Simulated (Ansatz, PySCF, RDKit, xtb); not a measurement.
**Which structure has the formula Si4H4?**

Task: start from the formula Si4H4, draw up candidate structures, narrow them down in stages, and characterise the one that lies lowest at 298.15 K.

The funnel: GFN2-xTB relaxations, single points with a density functional, relaxations at r2SCAN-D4/def2-SVP, harmonic vibrations, and a last energy at a higher level. All values are calculated.

7 further runs of the same task are left out: 7 set aside as unsound or not needed.

### 1 Drawing up candidates

All bonding patterns within simple valence rules are listed by program: one Lewis structure each, at most two rings and one unusual centre or charged pair. O–O, O–halogen and N–halogen bonds and N–N–N chains are not drawn. That gives 34 candidates.

c037 [Si]=[Si]1[SiH2][SiH2]1; c040 [SiH]1=[SiH][SiH]=[SiH]1; c085 [Si]1[Si@H]2[SiH2][Si@H]12; c149 [SiH2]=[Si]1[Si][SiH2]1; c185 [SiH][SiH]1[SiH]=[SiH]1 (triplet); c268 [SiH2+][Si@@H-]1=[Si]=[SiH]1; c272 [Si]1=[SiH][SiH2][SiH]=1; c302 [SiH]1=[Si@H-]2[SiH+][Si@H]12; c318 [Si]=[SiH][SiH]=[SiH2] (triplet); c386 [SiH][Si]1=[SiH][SiH2]1 (triplet); c400 [SiH][SiH]=[Si]=[SiH2]; c422 [SiH][SiH2][Si]#[SiH]; c429 [SiH3][Si]1=[Si]=[SiH]1; c435 [SiH][SiH]1[SiH]=[SiH]1; c509 [SiH]#[Si][SiH]=[SiH2]; c518 [SiH]1=[Si@@H-]2[SiH+][Si@H]12; c550 [Si]1[SiH]=[SiH][SiH2]1 (triplet); c594 [Si]1[Si@@H]2[SiH2][Si@H]12 (triplet); c598 [Si]=[SiH][SiH]=[SiH2]; c651 [SiH][SiH]=[Si]=[SiH2] (triplet); c654 [Si]1[SiH]=[SiH][SiH2]1; c691 [SiH][Si]1=[SiH][SiH2]1; c718 [Si]1[Si@@H]2[SiH2][Si@H]12; c738 [Si]=[Si]=[SiH][SiH3]; c739 [Si]=[Si]1[SiH2][SiH2]1 (triplet); c744 [SiH][SiH2][Si]#[SiH] (triplet); c773 [SiH2]=[Si]1[Si][SiH2]1 (triplet); c774 [SiH][Si]#[Si][SiH3]; c802 [SiH2]=[Si]1[SiH]=[SiH]1; c819 [SiH]1=[Si]2[SiH2][Si@H]12; c828 [Si]1[Si@H]2[SiH2][Si@H]12 (triplet); c902 [Si]=[Si]=[SiH][SiH3] (triplet); c991 [SiH][Si]#[Si][SiH3] (triplet); c995 [SiH2]=[Si]=[Si]=[SiH2].

Candidates are built by distance geometry, with a force field where one applies, in up to four conformers (letters a to d). 6 starts with atoms placed at random are added, to find patterns that the rules miss.

**Question.** With final energies at CCSD(T)/def2-SVP + MP2/def2-TZVPP - MP2/def2-SVP, which structure will this search put lowest in free energy, and by what margin?

| quantity | value |
| --- | --- |
| lowest structure found | [Si]1[Si@@H]2[SiH2][Si@H]12, singlet, Cs |
| next finalist | [Si]1[SiH]=[SiH][SiH2]1, singlet, 3.5 kcal/mol higher in G |
| share at equilibrium, among the finalists | 99.7 % |
| harmonic wavenumbers, lowest and highest (r2SCAN-D4/def2-SVP) | 134 and 2228 cm⁻¹ |
| rotational constants, same geometry | 0.1534, 0.07439, 0.0544 cm⁻¹ |
| dipole moment (PBE0/def2-TZVPD) | 1.14 D |
| HOMO energy (PBE0/def2-TZVPD) | -6.51 eV |
| LUMO energy (PBE0/def2-TZVPD) | -2.55 eV |
| HOMO–LUMO gap (PBE0/def2-TZVPD) | 3.96 eV |
| lowest excitation (TD-PBE0/def2-SVPD) | 2.95 eV (f = 0.011) |
| strongest of the states computed, same level | 4.55 eV (f = 0.049) |
| lowest triplet excitation, same level, Tamm-Dancoff | 2.01 eV |
| vertical ionisation energy | 8.15 eV |
| vertical electron affinity | 1.06 eV |
| vertical triplet less singlet | +1.98 eV |

The search ends on `[Si]1[Si@@H]2[SiH2][Si@H]12`. Among the finalists first place is clear (3.5 kcal/mol); structures outside the list aren't covered. r2SCAN-D4/def2-SVP, relaxed, HF/def2-SVP and MP2/def2-SVP already put its bonding pattern lowest among the structures in one piece. A large T1 diagnostic among the finalists warns that one reference determinant may not suffice. It concerns: the finalist [Si]1[SiH]=[SiH][SiH2]1 (singlet). 13 minima inside the window were never screened. Lowest found is not proven lowest: the search is finite, and each finalist counts with one conformer. Patterns outside the rules of the enumeration were met only by chance.
